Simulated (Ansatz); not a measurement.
# AlSiH3Cl2 (SMILES [SiH3][Al]([Cl])[Cl]) at B3LYP/6-31G(d) (Cartesian functions)

Aim: the vertical singlet–triplet gap of AlSiH3Cl2 at B3LYP/6-31G* (Cartesian functions), from 2 runs. 

The results are computed with Ansatz 0.2.0.

45 further runs of the same task are left out: 45 set aside as unsound or not needed. Runs told in other sessions of the task aren't counted.

## Step 1: The structure to begin with

AlSiH3Cl2: 7 atoms, total charge 0, spin state singlet. As SMILES, `[SiH3][Al]([Cl])[Cl]`. The coordinates come from a PBE0-D4/def2-TZVP relaxation.

Bond lengths: Si1–Al2 2.433 Å, Al2–Cl3 2.091 Å, Al2–Cl4 2.091 Å, Si1–H5 1.486 Å, Si1–H6 1.488 Å, Si1–H7 1.488 Å. Angles: Si1–Al2–Cl3 120.8°, Si1–Al2–Cl4 122.3°, Cl3–Al2–Cl4 117.0°, Al2–Si1–H5 111.1°, Al2–Si1–H6 109.7°, Al2–Si1–H7 109.5°, H5–Si1–H6 109.1°, H5–Si1–H7 109.0°, H6–Si1–H7 108.3°.

## Step 2: A single-point energy at B3LYP/6-31G(d) (Cartesian functions)

The input, input.yaml:

```yaml
crystal:
  periodic: [false, false, false]
  atoms:
    - {symbol: Si, position_ang: [-0.434800, 0.999700, -0.278300]}
    - {symbol: Al, position_ang: [0.497800, -1.172400, 0.296300]}
    - {symbol: Cl, position_ang: [2.290200, -1.318600, 1.363300]}
    - {symbol: Cl, position_ang: [-0.432100, -2.964700, -0.245300]}
    - {symbol: H, position_ang: [-1.709600, 0.853800, -1.028500]}
    - {symbol: H, position_ang: [-0.687900, 1.781100, 0.962600]}
    - {symbol: H, position_ang: [0.537600, 1.753200, -1.115800]}
basis:
  gaussian:
    orbitals: "6-31G*"
magnetization:
  spin_polarized: false
hamiltonian:
  xc: {name: B3LYP}
accuracy: high
output: {orbitals: {seedname: orbitals}}
```

The run is started by

```
$ ansatz run input.yaml --threads 1 --pin off --max-ram 2610MiB --events-out events.jsonl --progress --plain --runs-dir runs
```

What it wrote:

```text
Warning: RAYON_NUM_THREADS=1 ignored (pool sized by the plan → 1); use --threads N
Functional definition: B3LYP
  name "B3LYP"
  parameter a0 = 0.2
  parameter ax = 0.72
  parameter ac = 0.81
  exchange = (1 - a0 - ax)*slater_x + ax*b88_x + a0*exact_x
  correlation = (1 - ac)*vwn_rpa_c + ac*lyp_c
1663 factors; integrals over basis functions are off by at most 1.3e-8 eV
mean field evaluation 1: about -39571.3013 eV, gradient 1.9e1 eV
mean field evaluation 2: about -39571.2740 eV, gradient 2.1e1 eV
mean field evaluation 4: about -39572.4890 eV, gradient 5.7e-1 eV
mean field evaluation 8: about -39572.5797 eV, gradient 4.4e-2 eV
mean field evaluation 16: about -39572.5797 eV, gradient 6.1e-6 eV
mean field -39572.57968863 eV, -1454.2654802991 hartree, gradient 6.3e-9 eV, S^2 0.000000; 0 other end points of the search recorded, 0 dependent functions left out
reference -39572.57973308 eV, -1454.2654819328 hartree; 32, 32 occupied and 50, 50 virtual orbitals, 1663 factors
Total energy: -39572.57973308 eV, -1454.2654819328 hartree
```

It took 9.6 s on 1 thread of Arm Neoverse V2, shared host; peak memory 0.28 GiB.

## Step 3: The triplet, same level

The input, in.yaml:

```yaml
crystal:
  periodic: [false, false, false]
  atoms:
    - {symbol: Si, position_ang: [-0.434800, 0.999700, -0.278300]}
    - {symbol: Al, position_ang: [0.497800, -1.172400, 0.296300]}
    - {symbol: Cl, position_ang: [2.290200, -1.318600, 1.363300]}
    - {symbol: Cl, position_ang: [-0.432100, -2.964700, -0.245300]}
    - {symbol: H, position_ang: [-1.709600, 0.853800, -1.028500]}
    - {symbol: H, position_ang: [-0.687900, 1.781100, 0.962600]}
    - {symbol: H, position_ang: [0.537600, 1.753200, -1.115800]}
basis:
  gaussian:
    orbitals: "6-31G*"
total_charge: 0
magnetization:
  spin_polarized: true
  initial_magnetization: 2
hamiltonian:
  xc: {name: B3LYP}
accuracy: high
output:
  orbitals: {seedname: orbitals}
```

The run is started by

```
$ ansatz run in.yaml --threads 1 --pin off --max-ram 2610MiB --events-out events.jsonl --progress --plain --runs-dir runs
```

What it wrote:

```text
Warning: RAYON_NUM_THREADS=1 ignored (pool sized by the plan → 1); use --threads N
[... 7 set-up lines as earlier in the session ...]
1663 factors; integrals over basis functions are off by at most 1.3e-8 eV
mean field evaluation 1: about -39567.0147 eV, gradient 1.1e1 eV
mean field evaluation 2: about -39566.7778 eV, gradient 1.3e1 eV
mean field evaluation 4: about -39567.8186 eV, gradient 4.3e-1 eV
mean field evaluation 8: about -39567.9414 eV, gradient 1.3e-1 eV
mean field evaluation 16: about -39567.9416 eV, gradient 4.9e-4 eV
mean field evaluation 32: about -39566.9053 eV, gradient 5.0e0 eV
mean field -39567.94162591 eV, -1454.0950346379 hartree, gradient 1.3e-8 eV, S^2 2.002579; 2 other end points of the search recorded, 0 dependent functions left out
reference -39567.94167028 eV, -1454.0950362686 hartree; 33, 31 occupied and 49, 51 virtual orbitals, 1663 factors
Total energy: -39567.94167028 eV, -1454.0950362686 hartree
```

It took 22 s on 1 thread of Arm Neoverse V2, shared host; peak memory 0.43 GiB.

## Step 4: Results

Level: B3LYP/6-31G* (Cartesian functions).

| quantity | value |
| --- | --- |
| singlet: total energy | -1454.26548 Eh |
| singlet: HOMO energy | -8.11 eV |
| singlet: LUMO energy | -1.96 eV |
| singlet: HOMO–LUMO gap | 6.15 eV |
| triplet: total energy | -1454.09504 Eh |
| triplet: HOMO energy (highest over α and β) | -3.68 eV |
| triplet: ⟨S²⟩ | 2.003 |
| vertical energy of the triplet above the singlet | 4.638 eV |

At this shape the triplet lies 4.64 eV (448 kJ/mol) above the singlet.
